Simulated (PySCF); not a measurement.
# C₂F₆: a look at the electrons

For C₂F₆, the scripts below analyse its density (charges, bond critical points, surface potential), see where an electron leaves and enters and measure its response to a uniform field.

Program: PySCF 2.14.0. Level of theory: levels as typed in each script, gas phase, geometry from GFN2-xTB. These are calculated values, not measurements.

### 1 Starting geometry

SMILES `FC(F)(F)C(F)(F)F`, 8 atoms, charge 0, spin multiplicity 1.

Bond lengths: F1–C2 1.328 Å, C2–F3 1.328 Å, C2–F4 1.328 Å, C2–C5 1.559 Å, C5–F6 1.328 Å, C5–F7 1.328 Å, C5–F8 1.328 Å. Angles: F1–C2–F3 108.4°, F1–C2–F4 108.4°, F1–C2–C5 110.5°, F3–C2–F4 108.4°, F3–C2–C5 110.5°, F4–C2–C5 110.5°, C2–C5–F6 110.5°, C2–C5–F7 110.5°, C2–C5–F8 110.5°, F6–C5–F7 108.4°, F6–C5–F8 108.4°, F7–C5–F8 108.4°.

Geometry (Å):

```xyz
8

F     1.2442   -0.7466    0.9948
C     0.7794    0.0001    0.0000
F     1.2438    1.2351    0.1491
F     1.2442   -0.4883   -1.1438
C    -0.7793   -0.0001   -0.0001
F    -1.2441    0.4835    1.1459
F    -1.2441   -1.2342   -0.1541
F    -1.2440    0.7505   -0.9917
```

### 2 Density, bond paths and surface potential (PBE0/def2-tzvp)

Input file input.py:

```python
import numpy as np
from pyscf import gto, scf, dft
from pyscf.scf import atom_ks, atom_hf
from scipy.linalg import block_diag

def solve(mol, dm0=None, hcore=None):
    mf = (dft.UKS if mol.spin else dft.RKS)(mol, xc='pbe0')
    mf.grids.level = 3
    mf = mf.density_fit(auxbasis='def2-universal-jkfit')
    mf.conv_tol, mf.max_cycle = 1e-8, 80
    if hcore is not None:
        mf.get_hcore = lambda *args: hcore
    mf.kernel(dm0)
    if not mf.converged:
        mf = mf.newton().run(mf.mo_coeff, mf.mo_occ, max_cycle=30)
    assert mf.converged, 'SCF not converged'
    return mf

mol = gto.M(atom='''
F      1.24415    -0.74659     0.99482
C      0.77938     0.00005    -0.00003
F      1.24380     1.23508     0.14910
F      1.24420    -0.48834    -1.14383
C     -0.77926    -0.00014    -0.00009
F     -1.24409     0.48355     1.14586
F     -1.24410    -1.23416    -0.15414
F     -1.24404     0.75052    -0.99172
''', basis='def2-tzvp', charge=0, spin=0, verbose=4)
mf = solve(mol)
mf.analyze()
# spherically averaged free atoms, for the promolecule
atm = atom_ks.get_atm_nrks(mol, xc='pbe0')
pro = block_diag(*[(atm[a[0]][2] * atm[a[0]][3]) @ atm[a[0]][2].T for a in mol._atom])
np.savez('result.npz', e=mf.e_tot, c=mf.mo_coeff, occ=mf.mo_occ, eps=mf.mo_energy, pro=pro, dip=mf.dip_moment(verbose=0), s2=mf.spin_square()[0])
```

Command:

```
$ OMP_NUM_THREADS=1 python input.py
```

### 4 Removing and adding an electron (PBE0/def2-tzvp)

Input file input.py:

```python
import numpy as np
from pyscf import gto, scf, dft
from pyscf.scf import atom_ks, atom_hf
from scipy.linalg import block_diag

def solve(mol, dm0=None, hcore=None):
    mf = (dft.UKS if mol.spin else dft.RKS)(mol, xc='pbe0')
    mf.grids.level = 3
    mf = mf.density_fit(auxbasis='def2-universal-jkfit')
    mf.conv_tol, mf.max_cycle = 1e-8, 80
    if hcore is not None:
        mf.get_hcore = lambda *args: hcore
    mf.kernel(dm0)
    if not mf.converged:
        mf = mf.newton().run(mf.mo_coeff, mf.mo_occ, max_cycle=30)
    assert mf.converged, 'SCF not converged'
    return mf

mol = gto.M(atom='''
F      1.24415    -0.74659     0.99482
C      0.77938     0.00005    -0.00003
F      1.24380     1.23508     0.14910
F      1.24420    -0.48834    -1.14383
C     -0.77926    -0.00014    -0.00009
F     -1.24409     0.48355     1.14586
F     -1.24410    -1.23416    -0.15414
F     -1.24404     0.75052    -0.99172
''', basis='def2-tzvp', charge=0, spin=0, verbose=4)
mf = solve(mol)
out = dict(e0=mf.e_tot, dm0=mf.make_rdm1(), c=mf.mo_coeff, occ=mf.mo_occ, eps=mf.mo_energy)
for name, dq, spin in [('cation', 1, 1)]:
    ion = mol.copy().set(charge=mol.charge + dq, spin=spin).build()
    mi = solve(ion)
    if spin and dq > 0 and mol.nao < 130:
        c, _, stable, _ = mi.stability(return_status=True)
        if not stable:
            mi = solve(ion, mi.make_rdm1(c, mi.mo_occ))
    print(name, 'vertical energy change / eV', (mi.e_tot - mf.e_tot) * 27.211386)
    out.update({'e_' + name: mi.e_tot, 'dm_' + name: mi.make_rdm1(), 's2_' + name: mi.spin_square()[0], 'eps_' + name: mi.mo_energy, 'occ_' + name: mi.mo_occ})
# spherically averaged free atoms, for the promolecule
atm = atom_ks.get_atm_nrks(mol, xc='pbe0')
pro = block_diag(*[(atm[a[0]][2] * atm[a[0]][3]) @ atm[a[0]][2].T for a in mol._atom])
np.savez('result.npz', pro=pro, **out)
```

### 6 Response to an electric field (PBE0/def2-tzvp)

input.py: that of step 4 with these lines changed.

```diff
@@ -28,13 +28,10 @@
 ''', basis='def2-tzvp', charge=0, spin=0, verbose=4)
+field = np.array([0.004, 0.0, 0.0])  # atomic units
+mol.set_common_orig(mol.atom_charges() @ mol.atom_coords() / mol.atom_charges().sum())
 mf = solve(mol)
-out = dict(e0=mf.e_tot, dm0=mf.make_rdm1(), c=mf.mo_coeff, occ=mf.mo_occ, eps=mf.mo_energy)
-for name, dq, spin in [('cation', 1, 1)]:
-    ion = mol.copy().set(charge=mol.charge + dq, spin=spin).build()
-    mi = solve(ion)
-    if spin and dq > 0 and mol.nao < 130:
-        c, _, stable, _ = mi.stability(return_status=True)
-        if not stable:
-            mi = solve(ion, mi.make_rdm1(c, mi.mo_occ))
-    print(name, 'vertical energy change / eV', (mi.e_tot - mf.e_tot) * 27.211386)
-    out.update({'e_' + name: mi.e_tot, 'dm_' + name: mi.make_rdm1(), 's2_' + name: mi.spin_square()[0], 'eps_' + name: mi.mo_energy, 'occ_' + name: mi.mo_occ})
+out = dict(dm0=mf.make_rdm1(), d0=mf.dip_moment(unit='AU'), e0=mf.e_tot)
+for name, sign in (('p', 1), ('m', -1)):
+    h = mf.get_hcore() + sign * np.einsum('x,xij->ij', field, mol.intor('int1e_r'))
+    mi = solve(mol, mf.make_rdm1(), h)
+    out.update({'dm' + name: mi.make_rdm1(), 'd' + name: mi.dip_moment(unit='AU'), 'e' + name: mi.e_tot})
 # spherically averaged free atoms, for the promolecule
```

(Steps that only read results are left out.)

**Question.** What will these runs give? Wanted: dipole moment; HOMO, LUMO; vertical ionisation energy; polarisability along the field.

The runs gave:

| quantity | value |
| --- | --- |
| dipole moment (PBE0/def2-tzvp) | 0.00 D |
| HOMO, LUMO (PBE0/def2-tzvp) | -11.43, 1.96 eV |
| vertical ionisation energy (PBE0/def2-tzvp) | 13.90 eV |
| polarisability along the field (PBE0/def2-tzvp) | 28.6 bohr³ |

In words: At PBE0/def2-tzvp: The highest Hirshfeld charge is on C2 and C5 (+0.23 e), the lowest on F1, F3, F4, F6, F7 and F8 (−0.08 e). The ionisation energy from two SCF runs, 13.90 eV, lies 2.5 eV above −ε(HOMO) = 11.43 eV of the same level, PBE0/def2-tzvp, since self-interaction lifts this functional's HOMO. All values hold at the given geometry, in the gas phase.
